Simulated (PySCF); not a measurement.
**C2H9GaO: NMR shifts, electronic excitations and K edges in gas and solvents**

Aim: compute the NMR shifts, electronic excitations and K edges of C2H9GaO (`C[O+](C)[GaH3-]`), and see what a dielectric continuum does where one was used.

The runs use PySCF 2.14.0, with density-fitted response routines of our own; the level of theory stands in each step. All values are computed, except where a source is named. Atoms are numbered from 0 throughout.

## (1) The molecule as given

13 atoms, charge 0, multiplicity 1; geometry from: GFN2-xTB.

Bonds of the start (Å): C0–O1 1.41, O1–C2 1.41, O1–Ga3 2.09, C0–H4 1.09, C0–H5 1.09, C0–H6 1.09, C2–H7 1.09, C2–H8 1.09, C2–H9 1.09, Ga3–H10 1.55, Ga3–H11 1.55, Ga3–H12 1.55.

## (2) Geometry optimisation at PBE0-D3(BJ)/def2-SVP

What the job is given:

```
{"job": {"xc": "PBE0", "basis": "def2-SVP", "d3": "d3bj", "grid": 1, "kind": "geom"}, "charge": 0, "multiplicity": 1}
C     -0.319566     1.499777     0.026934
O     -0.109761     0.105092    -0.085826
C     -1.281495    -0.666606     0.096528
Ga     1.727466    -0.885515    -0.152571
H     -0.709227     1.756933     1.016894
H     -1.017029     1.844809    -0.743079
H      0.652898     1.971073    -0.117282
H     -1.711212    -0.493824     1.088016
H     -2.022879    -0.427839    -0.672991
H     -0.979846    -1.711910     0.005617
H      2.575797     0.329113    -0.610259
H      1.339776    -1.969214    -1.194151
H      1.850691    -1.351403     1.324441
```

The program printed:

```text
step   0  E = -2080.87214686  max force = 0.011375
step   1  E = -2080.87333778  max force = 0.004628
step   2  E = -2080.87371557  max force = 0.002264
step   3  E = -2080.87379564  max force = 0.001980
step   4  E = -2080.87385356  max force = 0.001088
step   5  E = -2080.87389600  max force = 0.001247
step   6  E = -2080.87396612  max force = 0.001576
step   7  E = -2080.87408207  max force = 0.002207
step   8  E = -2080.87423394  max force = 0.003402
step   9  E = -2080.87436001  max force = 0.001688
step  10  E = -2080.87449950  max force = 0.000721
step  11  E = -2080.87451153  max force = 0.001032
step  12  E = -2080.87453078  max force = 0.000531
step  13  E = -2080.87453553  max force = 0.000264
optimisation converged
```

Wall time 99 s (1 thread, shared host).

Along the way:

```csv
step,energy from step 0 (eV),largest force component (eV/Å)
0,0.0000,0.5849
1,-0.0324,0.2380
2,-0.0427,0.1164
3,-0.0449,0.1018
4,-0.0464,0.0559
5,-0.0476,0.0641
6,-0.0495,0.0810
7,-0.0527,0.1135
8,-0.0568,0.1749
9,-0.0602,0.0868
10,-0.0640,0.0371
11,-0.0643,0.0531
12,-0.0649,0.0273
13,-0.0650,0.0136
```

Distances of close pairs at the start and the end, largest changes first:

```csv
bond,before (Å),after (Å),change (Å)
O1–Ga3,2.088,2.139,+0.051
Ga3–H12,1.554,1.584,+0.031
Ga3–H10,1.551,1.579,+0.029
Ga3–H11,1.552,1.579,+0.027
C2–H7,1.094,1.104,+0.009
C0–H4,1.095,1.104,+0.009
C0–H5,1.095,1.102,+0.008
C2–H8,1.095,1.102,+0.007
```

The final coordinates are the input of the step that follows.

```csv
at the end point,value
point group (found at 0.08 Å tolerance),Cs
"rotational constants (GHz, main isotopes)","8.416, 2.447, 2.019"
dipole moment (D),4.36
```

## (3) Nuclear shieldings: PBE0/pcSseg-1 in chloroform

What the job is given:

```
{"job": {"kind": "nmr", "xc": "PBE0", "basis": "pcSseg-1", "solvent": "chloroform", "pop": true}, "charge": 0, "multiplicity": 1}
C      0.165404     2.160598    -0.208802
O      0.285140     0.806178    -0.591893
C     -0.858162     0.025601    -0.312435
Ga     2.187867    -0.124670    -0.291637
H      0.016702     2.250844     0.881152
H     -0.682593     2.627099    -0.736569
H      1.097419     2.664032    -0.493403
H     -1.045642    -0.024651     0.774169
H     -1.738892     0.452967    -0.819220
H     -0.666926    -0.983549    -0.697607
H      3.054735     1.029976    -0.931627
H      1.888675    -1.433151    -1.123051
H      2.112108    -0.211762     1.288622
```

Level: GIAO PBE0/pcSseg-1 NMR shielding, non-relativistic, IEF-PCM chloroform.

The program printed:

```text
coarse grid: 45208 points
cycle   1  E = -2080.9388215793  dE = -4.698e-01  |g| = 9.776e-01  |ddm| = 2.942e+00
cycle   2  E = -2080.8844036950  dE =  5.442e-02  |g| = 1.145e+00  |ddm| = 8.981e-01
cycle   3  E = -2081.0125646454  dE = -1.282e-01  |g| = 1.269e-01  |ddm| = 5.862e-01
cycle   4  E = -2081.0147630538  dE = -2.198e-03  |g| = 5.959e-02  |ddm| = 9.175e-02
cycle   5  E = -2081.0152538027  dE = -4.907e-04  |g| = 5.433e-03  |ddm| = 3.417e-02
cycle   6  E = -2081.0152583219  dE = -4.519e-06  |g| = 5.145e-04  |ddm| = 4.636e-03
final grid: 95264 points
cycle   7  E = -2081.0152183730  dE = -7.394e-08  |g| = 2.293e-04  |ddm| = 1.293e-03
cycle   8  E = -2081.0152183810  dE = -8.022e-09  |g| = 1.349e-04  |ddm| = 3.464e-04
cycle   9  E = -2081.0152183845  dE = -3.511e-09  |g| = 4.610e-05  |ddm| = 1.212e-04
cycle  10  E = -2081.0152183848  dE = -2.674e-10  |g| = 4.498e-06  |ddm| = 2.144e-05
converged SCF energy = -2081.0152183848

GIAO shielding tensors (ppm)
atom      isotropic    diamagn.    paramagn.     s11        s22        s33       span
  0 C      121.574     245.385    -123.811     88.653     92.167    183.904     95.251
  1 O      338.762     398.452     -59.690    302.450    349.597    364.239     61.789
  2 C      121.776     249.140    -127.364     89.334     92.013    183.980     94.647
  3 Ga    1437.754    2638.988   -1201.234   1348.103   1416.776   1548.383    200.280
  4 H       27.978      29.237      -1.259     24.429     25.686     33.820      9.390
  5 H       27.920      28.230      -0.310     24.251     25.109     34.401     10.150
  6 H       27.399      28.747      -1.348     22.767     26.163     33.268     10.501
  7 H       27.968      31.289      -3.320     24.387     25.725     33.793      9.405
  8 H       27.939      30.156      -2.217     24.283     25.123     34.410     10.126
  9 H       27.416      30.920      -3.504     22.819     26.090     33.339     10.520
 10 H       26.846      29.584      -2.739     20.361     24.257     35.919     15.559
 11 H       26.844      29.662      -2.818     20.385     24.189     35.958     15.573
 12 H       26.884      29.825      -2.940     20.750     24.447     35.457     14.707
```

It took 21 s on 1 thread, shared host.

The references, computed at this level on geometries of the same kind, shield at (ppm): ¹H TMS 31.25, ¹³C TMS 185.2, ¹⁷O H2O 341.0, ⁷¹Ga GaH4- 1696. Their shielding less the atom's gives the shift. The references are single molecules in the same continuum, so shifts against H2O, NH3, PH3, H3PO4 or CFCl3 are not on the usual liquid scales and can be off by tens of ppm. Shifts against hydride references such as AlH4− lie on their own scale. Atoms listed in one row are averaged.

```csv
atoms,environment,σ (ppm),δ (ppm)
"C0, C2",methyl carbon bonded to O,121.7,63.5
"H10, H11, H12",hydrogen on a Ga bonded to O,26.86,4.39
"H4, H5, H6, H7, H8, H9",hydrogen on a methyl carbon bonded to O,27.77,3.48
O1,donor oxygen of a Lewis adduct,338.8,2.2
Ga3,"Ga bonded to O, 3 H",1438,259
```

The run also stored atomic charges by several schemes (e):

```csv
atoms,Mulliken,IAO,Hirshfeld,ESP fit
"C0, C2",-0.04,-0.20,-0.02,-0.36
O1,-0.61,-0.31,-0.06,-0.09
Ga3,0.42,0.29,0.26,0.59
```

Mayer bond orders: C0–O1 0.85, O1–C2 0.85, O1–Ga3 0.23.

## (4) Shielding tensors: PBE0/pcSseg-1 in dimethylsulfoxide

Settings changed since step 3:

```diff
@@ -1,2 +1,2 @@
-{"job": {"kind": "nmr", "xc": "PBE0", "basis": "pcSseg-1", "solvent": "chloroform", "pop": true}, "charge": 0, "multiplicity": 1}
+{"job": {"kind": "nmr", "xc": "PBE0", "basis": "pcSseg-1", "solvent": "dimethylsulfoxide", "pop": false}, "charge": 0, "multiplicity": 1}
 C      0.165404     2.160598    -0.208802
```

With the program's defaults for keys left out, this is: GIAO PBE0/pcSseg-1 NMR shielding, non-relativistic, IEF-PCM dimethylsulfoxide.

The program printed:

```text
coarse grid: 45208 points
cycle   1  E = -2080.9417709748  dE = -4.725e-01  |g| = 9.765e-01  |ddm| = 2.942e+00
cycle   2  E = -2080.8880933114  dE =  5.368e-02  |g| = 1.142e+00  |ddm| = 8.971e-01
cycle   3  E = -2081.0150518110  dE = -1.270e-01  |g| = 1.252e-01  |ddm| = 5.818e-01
cycle   4  E = -2081.0171770769  dE = -2.125e-03  |g| = 5.904e-02  |ddm| = 9.061e-02
cycle   5  E = -2081.0176600962  dE = -4.830e-04  |g| = 5.296e-03  |ddm| = 3.369e-02
cycle   6  E = -2081.0176643193  dE = -4.223e-06  |g| = 4.878e-04  |ddm| = 4.702e-03
final grid: 95264 points
cycle   7  E = -2081.0176246067  dE = -7.255e-08  |g| = 2.052e-04  |ddm| = 1.409e-03
cycle   8  E = -2081.0176246131  dE = -6.308e-09  |g| = 1.220e-04  |ddm| = 3.205e-04
cycle   9  E = -2081.0176246156  dE = -2.583e-09  |g| = 4.197e-05  |ddm| = 9.709e-05
cycle  10  E = -2081.0176246159  dE = -2.965e-10  |g| = 5.749e-06  |ddm| = 2.287e-05
converged SCF energy = -2081.0176246159

GIAO shielding tensors (ppm)
atom      isotropic    diamagn.    paramagn.     s11        s22        s33       span
  0 C      121.609     245.366    -123.757     88.695     91.968    184.163     95.468
  1 O      339.222     398.470     -59.248    302.294    350.023    365.348     63.054
  2 C      121.813     249.208    -127.395     89.357     91.837    184.245     94.889
  3 Ga    1444.639    2638.847   -1194.209   1359.725   1426.702   1547.489    187.764
  4 H       27.914      29.156      -1.242     24.361     25.596     33.785      9.424
  5 H       27.813      28.102      -0.289     24.137     24.989     34.311     10.174
  6 H       27.435      28.727      -1.291     22.801     26.154     33.351     10.551
  7 H       27.907      31.239      -3.332     24.321     25.638     33.763      9.442
  8 H       27.828      30.049      -2.221     24.167     25.001     34.317     10.150
  9 H       27.450      30.958      -3.508     22.851     26.079     33.419     10.568
 10 H       26.936      29.677      -2.741     20.459     24.329     36.020     15.561
 11 H       26.936      29.760      -2.823     20.484     24.264     36.060     15.576
 12 H       26.979      29.913      -2.933     20.852     24.520     35.566     14.714
```

Wall time 16 s (1 thread, shared host).

In short: δ C0 63.8, O1 3.9, Ga3 248, H10 4.29, H4 3.51 ppm (means over like atoms).

## (5) TDDFT and polarisability: CAM-B3LYP/def2-SVPD

Settings changed since step 4:

```diff
@@ -1,2 +1,2 @@
-{"job": {"kind": "nmr", "xc": "PBE0", "basis": "pcSseg-1", "solvent": "dimethylsulfoxide", "pop": false}, "charge": 0, "multiplicity": 1}
+{"job": {"kind": "uv", "xc": "CAM-B3LYP", "basis": "def2-SVPD", "dynamic": true, "nstates": 6, "ntriplets": 0}, "charge": 0, "multiplicity": 1}
 C      0.165404     2.160598    -0.208802
```

Method: TDDFT CAM-B3LYP/def2-SVPD, vertical, gas phase, core orbitals frozen in the response.

The program printed:

```text
coarse grid: 45208 points
cycle   1  E = -2081.3075368087  dE = -4.014e-01  |g| = 5.959e-01  |ddm| = 4.316e+00
cycle   2  E = -2081.2942427311  dE =  1.329e-02  |g| = 6.963e-01  |ddm| = 1.002e+00
cycle   3  E = -2081.3592927852  dE = -6.505e-02  |g| = 5.769e-02  |ddm| = 6.042e-01
cycle   4  E = -2081.3597919587  dE = -4.992e-04  |g| = 3.379e-02  |ddm| = 7.818e-02
cycle   5  E = -2081.3599584482  dE = -1.665e-04  |g| = 4.897e-03  |ddm| = 2.809e-02
cycle   6  E = -2081.3599626099  dE = -4.162e-06  |g| = 1.187e-03  |ddm| = 1.008e-02
final grid: 95264 points
cycle   7  E = -2081.3599146505  dE = -1.600e-07  |g| = 1.024e-03  |ddm| = 4.594e-03
cycle   8  E = -2081.3599146884  dE = -3.790e-08  |g| = 1.011e-03  |ddm| = 2.398e-03
cycle   9  E = -2081.3599148612  dE = -1.728e-07  |g| = 1.027e-04  |ddm| = 1.080e-03
cycle  10  E = -2081.3599148628  dE = -1.598e-09  |g| = 1.166e-05  |ddm| = 1.057e-04
cycle  11  E = -2081.3599148629  dE = -4.366e-11  |g| = 7.461e-06  |ddm| = 3.614e-05
converged SCF energy = -2081.3599148629

Static polarisability (au): isotropic 65.462, principal 61.380 66.983 68.021

Singlet excitations
state   eV       nm        f      main configurations
  1   6.4938    190.9   0.00447   H->L+1 0.56, H->L 0.36
  2   6.6168    187.4   0.00404   H-1->L+1 0.57, H-1->L 0.34
  3   7.2820    170.3   0.14404   H->L 0.52, H->L+1 0.40
  4   7.4153    167.2   0.13850   H-1->L 0.51, H-1->L+1 0.39
  5   8.0101    154.8   0.00206   H-2->L 0.66, H-2->L+1 0.13
  6   8.0781    153.5   0.00805   H->L+5 0.31, H->L+3 0.18, H-1->L+4 0.18
```

It took 34 s on 1 thread, shared host.

The orbitals next to the gap, with their largest atomic shares:

```csv
orbital,eV,atoms
HOMO−3,-11.82,"O1 37 %, Ga3 16 %, C2 8 %"
HOMO−2,-10.51,"O1 52 %, C2 10 %, C0 10 %"
HOMO−1,-9.07,"Ga3 39 %, H10 27 %, H11 26 %"
HOMO,-8.95,"Ga3 39 %, H12 35 %, H11 10 %"
LUMO,0.78,"Ga3 28 %, C2 14 %, C0 14 %"
LUMO+1,1.02,"Ga3 62 %, H11 7 %, H12 7 %"
LUMO+2,1.80,"Ga3 32 %, H5 12 %, H8 10 %"
```

With each of the 6 states as a Gaussian band of 0.4 eV half-width at 1/e, the curve within the window shown has maxima at 169 nm (ε 11,000) L/(mol cm). Beyond the last state computed it falls off for lack of states. The curve at chosen wavelengths:

(nm, ε (L/mol/cm)): (148, 242), (150, 391), (153, 777), (155, 1294), (158, 2836), (160, 4495), (163, 7582), (165, 9492), (168, 11082), (170, 10964), (173, 9228), (175, 7483), (178, 4833), (180, 3378), (183, 1859), (185, 1242), (188, 723), (190, 539), (193, 376), (195, 303), (198, 214), (200, 165), (203, 105), (205, 75), (208, 42), (210, 28)

Ground-state properties from the same run:

```csv
property,computed
dipole moment (D),4.24
polarisability (Å³),9.70
HOMO–LUMO gap (eV),9.73
−ε(HOMO) (eV),8.95
C6 with itself (au),1600
```

## (6) TDDFT and polarisability: CAM-B3LYP/def2-SVPD in chloroform

Settings changed since step 5:

```diff
@@ -1,2 +1,2 @@
-{"job": {"kind": "uv", "xc": "CAM-B3LYP", "basis": "def2-SVPD", "dynamic": true, "nstates": 6, "ntriplets": 0}, "charge": 0, "multiplicity": 1}
+{"job": {"kind": "uv", "xc": "CAM-B3LYP", "basis": "def2-SVPD", "solvent": "chloroform", "nstates": 6, "ntriplets": 0}, "charge": 0, "multiplicity": 1}
 C      0.165404     2.160598    -0.208802
```

Method: TDDFT CAM-B3LYP/def2-SVPD, vertical, IEF-PCM chloroform (non-equilibrium linear response), core orbitals frozen in the response.

The program printed:

```text
coarse grid: 45208 points
cycle   1  E = -2081.3170405932  dE = -4.102e-01  |g| = 5.878e-01  |ddm| = 4.316e+00
cycle   2  E = -2081.3042652510  dE =  1.278e-02  |g| = 6.838e-01  |ddm| = 9.560e-01
cycle   3  E = -2081.3660735142  dE = -6.181e-02  |g| = 5.378e-02  |ddm| = 5.874e-01
cycle   4  E = -2081.3665090276  dE = -4.355e-04  |g| = 3.207e-02  |ddm| = 7.109e-02
cycle   5  E = -2081.3666607342  dE = -1.517e-04  |g| = 4.735e-03  |ddm| = 2.654e-02
cycle   6  E = -2081.3666645791  dE = -3.845e-06  |g| = 1.139e-03  |ddm| = 9.158e-03
final grid: 95264 points
cycle   7  E = -2081.3666175545  dE = -1.634e-07  |g| = 9.547e-04  |ddm| = 4.551e-03
cycle   8  E = -2081.3666175966  dE = -4.210e-08  |g| = 9.164e-04  |ddm| = 2.248e-03
cycle   9  E = -2081.3666177483  dE = -1.517e-07  |g| = 9.843e-05  |ddm| = 1.010e-03
cycle  10  E = -2081.3666177499  dE = -1.571e-09  |g| = 1.266e-05  |ddm| = 9.979e-05
cycle  11  E = -2081.3666177499  dE = -5.912e-11  |g| = 8.632e-06  |ddm| = 4.415e-05
converged SCF energy = -2081.3666177499

Static polarisability (au): isotropic 80.839, principal 76.842 80.598 85.076

Singlet excitations
state   eV       nm        f      main configurations
  1   6.6533    186.3   0.00653   H->L 0.93
  2   6.7667    183.2   0.00539   H-1->L 0.93
  3   7.4528    166.4   0.26951   H->L+1 0.91
  4   7.5646    163.9   0.24643   H-1->L+1 0.91
  5   7.8733    157.5   0.00751   H-2->L 0.80
  6   8.1609    151.9   0.00368   H-1->L+4 0.29, H->L+5 0.28, H->L+3 0.26
```

Run time: 34 s. Hardware: 1 thread, shared host.

Key values: HOMO -9.22 eV, LUMO 0.90 eV; lowest singlet 6.65 eV.

## (7) Excited states and response: CAM-B3LYP/def2-SVPD in dimethylsulfoxide

Settings changed since step 6:

```diff
@@ -1,2 +1,2 @@
-{"job": {"kind": "uv", "xc": "CAM-B3LYP", "basis": "def2-SVPD", "solvent": "chloroform", "nstates": 6, "ntriplets": 0}, "charge": 0, "multiplicity": 1}
+{"job": {"kind": "uv", "xc": "CAM-B3LYP", "basis": "def2-SVPD", "solvent": "dimethylsulfoxide", "nstates": 6, "ntriplets": 0}, "charge": 0, "multiplicity": 1}
 C      0.165404     2.160598    -0.208802
```

With the program's defaults for keys left out, this is: TDDFT CAM-B3LYP/def2-SVPD, vertical, IEF-PCM dimethylsulfoxide (non-equilibrium linear response), core orbitals frozen in the response.

The program printed:

```text
coarse grid: 45208 points
cycle   1  E = -2081.3199905543  dE = -4.130e-01  |g| = 5.856e-01  |ddm| = 4.316e+00
cycle   2  E = -2081.3076563872  dE =  1.233e-02  |g| = 6.799e-01  |ddm| = 9.468e-01
cycle   3  E = -2081.3684827762  dE = -6.083e-02  |g| = 5.267e-02  |ddm| = 5.824e-01
cycle   4  E = -2081.3689048493  dE = -4.221e-04  |g| = 3.165e-02  |ddm| = 6.929e-02
cycle   5  E = -2081.3690534529  dE = -1.486e-04  |g| = 4.690e-03  |ddm| = 2.616e-02
cycle   6  E = -2081.3690573395  dE = -3.887e-06  |g| = 1.157e-03  |ddm| = 8.953e-03
final grid: 95264 points
cycle   7  E = -2081.3690106411  dE = -1.885e-07  |g| = 9.559e-04  |ddm| = 4.606e-03
cycle   8  E = -2081.3690106861  dE = -4.502e-08  |g| = 9.174e-04  |ddm| = 2.241e-03
cycle   9  E = -2081.3690108395  dE = -1.534e-07  |g| = 1.025e-04  |ddm| = 1.011e-03
cycle  10  E = -2081.3690108414  dE = -1.833e-09  |g| = 1.663e-05  |ddm| = 1.066e-04
cycle  11  E = -2081.3690108415  dE = -1.537e-10  |g| = 1.021e-05  |ddm| = 5.420e-05
converged SCF energy = -2081.3690108415

Static polarisability (au): isotropic 88.933, principal 83.259 89.553 93.986

Singlet excitations
state   eV       nm        f      main configurations
  1   6.7180    184.6   0.00652   H->L 0.86
  2   6.8340    181.4   0.00494   H-1->L 0.87
  3   7.5061    165.2   0.28980   H->L+1 0.85
  4   7.6187    162.7   0.26075   H-1->L+1 0.84, H-1->L 0.08
  5   7.8092    158.8   0.01208   H-2->L 0.59, H-2->L+1 0.25
  6   8.1949    151.3   0.00203   H->L+3 0.41, H-1->L+4 0.22, H-1->L+2 0.16
```

Run time: 30 s. Hardware: 1 thread, shared host.

In short: HOMO -9.33 eV, LUMO 0.86 eV; lowest singlet 6.72 eV.

## (8) Core excitations: BHandHLYP/def2-SVPD+aug-pcX-1+pcseg-1

Settings changed since step 7:

```diff
@@ -1,2 +1,2 @@
-{"job": {"kind": "uv", "xc": "CAM-B3LYP", "basis": "def2-SVPD", "solvent": "dimethylsulfoxide", "nstates": 6, "ntriplets": 0}, "charge": 0, "multiplicity": 1}
+{"job": {"kind": "xas", "xc": "BHandHLYP", "basis": {"default": "aug-pcX-1", "H": "pcseg-1", "Ga": "def2-SVPD"}}, "charge": 0, "multiplicity": 1}
 C      0.165404     2.160598    -0.208802
```

Method: core-valence-separated TDA BHandHLYP/aug-pcX-1 H:pcseg-1 Ga:def2-SVPD, K edges, non-relativistic, gas phase.

The program printed:

```text
coarse grid: 45208 points
cycle   1  E = -2081.2417606577  dE = -4.114e-01  |g| = 4.871e-01  |ddm| = 3.182e+00
cycle   2  E = -2081.2462155855  dE = -4.455e-03  |g| = 4.962e-01  |ddm| = 5.866e-01
cycle   3  E = -2081.2805825856  dE = -3.437e-02  |g| = 5.720e-02  |ddm| = 3.048e-01
cycle   4  E = -2081.2810693777  dE = -4.868e-04  |g| = 2.732e-02  |ddm| = 5.313e-02
cycle   5  E = -2081.2811726170  dE = -1.032e-04  |g| = 4.357e-03  |ddm| = 2.007e-02
cycle   6  E = -2081.2811752972  dE = -2.680e-06  |g| = 9.254e-04  |ddm| = 4.190e-03
final grid: 95264 points
cycle   7  E = -2081.2811333234  dE = -1.010e-07  |g| = 7.758e-04  |ddm| = 3.317e-03
cycle   8  E = -2081.2811333491  dE = -2.573e-08  |g| = 7.287e-04  |ddm| = 1.093e-03
cycle   9  E = -2081.2811334269  dE = -7.779e-08  |g| = 5.231e-05  |ddm| = 4.710e-04
cycle  10  E = -2081.2811334273  dE = -4.156e-10  |g| = 7.187e-06  |ddm| = 4.229e-05
converged SCF energy = -2081.2811334273

C K edge
   eV          f      from atoms
  286.612   0.05750   C0 C2
  286.619   0.03385   C2 C0
  287.344   0.00303   C0
  287.348   0.00295   C2
  287.942   0.02051   C0
  287.948   0.05586   C2
  288.090   0.02691   C2
  288.097   0.04484   C0
  288.909   0.00204   C0
  288.913   0.00302   C2
  289.350   0.00478   C2
  289.359   0.00502   C0

O K edge
   eV          f      from atoms
  534.229   0.00653   O1
  535.092   0.01670   O1
  535.177   0.03889   O1
  535.727   0.01264   O1
  536.367   0.00070   O1
  536.409   0.00230   O1
  536.848   0.01397   O1
  536.909   0.00764   O1
```

Run time: 17 s. Hardware: 1 thread, shared host.

## (9) Side by side: NMR shifts

Shifts (ppm), means over like atoms, with basis size and wall time:

```csv
run,C0,H10,H4,O1,Ga3,functions,time
PBE0/pcSseg-1 in chloroform,63.5,4.39,3.48,2.2,259,137,21 s
PBE0/pcSseg-1 in dimethylsulfoxide,63.8,4.29,3.51,3.9,248,137,16 s
```

The continuum's effect on the ground state:

```csv
solvent,ε,polarisation energy (Eh),μ (D)
chloroform,4.71,-0.0075,4.99
dimethylsulfoxide,46.83,-0.0105,5.22
```

## (10) Run by run: electronic excitations

Excitations and ground-state properties, with basis size and wall time:

```csv
run,lowest singlet (eV),brightest (eV),f,gap (eV),α (Å³),μ (D),functions,time
CAM-B3LYP/def2-SVPD,6.49,7.28,0.144,9.73,9.70,4.24,173,34 s
CAM-B3LYP/def2-SVPD in chloroform,6.65,7.45,0.270,10.12,11.98,4.92,173,34 s
CAM-B3LYP/def2-SVPD in dimethylsulfoxide,6.72,7.51,0.290,10.18,13.18,5.18,173,30 s
```

The continuum's effect on the ground state:

```csv
solvent,ε,polarisation energy (Eh),μ (D)
chloroform,4.71,-0.0075,4.92
dimethylsulfoxide,46.83,-0.0105,5.18
```

## (11) Summary of results

| quantity | value |
| --- | --- |
| point group | Cs |
| rotational constants (main isotopes) | 8.42, 2.45, 2.02 GHz |
| ¹³C shifts against TMS (PBE0/pcSseg-1, chloroform, means over atoms taken as alike) | 63.5 ppm |
| ¹H shifts against TMS (PBE0/pcSseg-1, chloroform, means over atoms taken as alike) | 4.39, 3.48 ppm |
| ¹⁷O shifts against H2O (PBE0/pcSseg-1, chloroform) | 2.2 ppm |
| ⁷¹Ga shifts against GaH4- (PBE0/pcSseg-1, chloroform) | 259 ppm |
| lowest singlet (CAM-B3LYP/def2-SVPD) | 6.49 eV (191 nm), f = 0.004 |
| brightest single state of those computed | state 3, 7.28 eV, f = 0.144 |
| C K edge | first line 286.61 eV, strongest 286.61 eV (f = 0.058) |
| O K edge | first line 534.23 eV, strongest 535.18 eV (f = 0.039) |
| range of the shift of Ga3 | 248 to 259 ppm |
| range of the lowest singlet | 6.49 to 6.72 eV |

What this shows: At PBE0/pcSseg-1: The largest span, 200 ppm, is at Ga3, where the paramagnetic term is -1201 ppm. The first singlet state (HOMO→LUMO+1 0.56, HOMO→LUMO 0.36) lies at 6.49 eV and is weak; of the 6 states computed, the strongest absorption comes from state 3 at 7.28 eV. At the C edge the strongest single line lifts a 1s electron of C0 into several orbitals, led by LUMO+2 (weight 0.41), and it is the first line. At the O edge the strongest single line lifts a 1s electron of O1 into several orbitals, led by LUMO+1 (weight 0.51), 0.9 eV above the first line. Absolute edge energies from this method are off by several eV; spacings are better. In ppm, Ga3 moves most: its shift spreads over 10 ppm, from 248 (PBE0/pcSseg-1 in dimethylsulfoxide) to 259 (PBE0/pcSseg-1 in chloroform). Part of that comes from the computed reference. The lowest singlet runs from 6.49 eV (CAM-B3LYP/def2-SVPD) to 6.72 eV (CAM-B3LYP/def2-SVPD in dimethylsulfoxide), while the orbital gap spans 9.73 to 10.18 eV. The lowest state need not be the same one in every run. Spin-orbit coupling is left out, which matters for shieldings and couplings at and beside the heavy atoms.
